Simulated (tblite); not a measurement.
# C3H15NSi3: the cost of one run

Programs: tblite 0.8.0 and PySCF 2.14.0, with density-fitted response routines of our own. Each step states its level of theory. These are calculated values for one molecule in the gas phase, unless marked as measured. Atoms count from 0, in the outputs and in this text.

## Step 1: The molecule as given

22 atoms, charge 0, multiplicity 1; geometry from: force field or distance geometry start.

Bonds of the start (Å): C0–C1 1.49, C1–Si2 1.87, Si2–N3 1.78, C1–Si4 1.86, Si4–C5 1.84, C5–Si6 1.89, C0–H7 1.13, C0–H8 1.12, C0–H9 1.09, C1–H10 1.12, Si2–H11 1.46, Si2–H12 1.48, N3–H13 1.06, N3–H14 1.05, Si4–H15 1.48, Si4–H16 1.47, C5–H17 1.10, C5–H18 1.12, Si6–H19 1.45, Si6–H20 1.48, Si6–H21 1.48.

## Step 2: Optimising the geometry with GFN2-xTB

The job: settings as JSON, then the geometry in Å.

```
{"job": {"kind": "relax", "xc": "GFN2-xTB", "basis": "xTB"}, "charge": 0, "multiplicity": 1}
C     -0.822600     0.173400    -1.963000
C     -1.045500    -0.342800    -0.581000
Si    -2.322300     0.750100     0.236800
N     -3.162900    -0.168300     1.511700
Si     0.436700    -0.245000     0.538600
C      1.975300    -0.991200    -0.151100
Si     3.367500     0.176800     0.356500
H     -1.159500     1.248900    -1.989000
H     -1.559500    -0.367200    -2.613900
H      0.190300     0.059100    -2.337700
H     -1.442300    -1.390100    -0.669300
H     -3.250800     1.343600    -0.725900
H     -1.573300     1.840200     0.896100
H     -2.962500     0.300700     2.437000
H     -2.725600    -1.121100     1.598500
H      0.685000     1.185900     0.843100
H      0.129900    -0.864800     1.837600
H      1.970300    -1.168000    -1.233200
H      2.170000    -1.926000     0.438500
H      4.523500     0.098200    -0.521400
H      2.764500     1.531800     0.346100
H      3.803300    -0.104700     1.744000
```

Launch:

```sh
$ OMP_NUM_THREADS=1 python probes_run.py task.json out
```

The driver reads the jobs from task.json and runs them one after another.

**Question.** How long does this first job take on 1 thread of Arm Neoverse N1, shared host?

About 3.7 s.
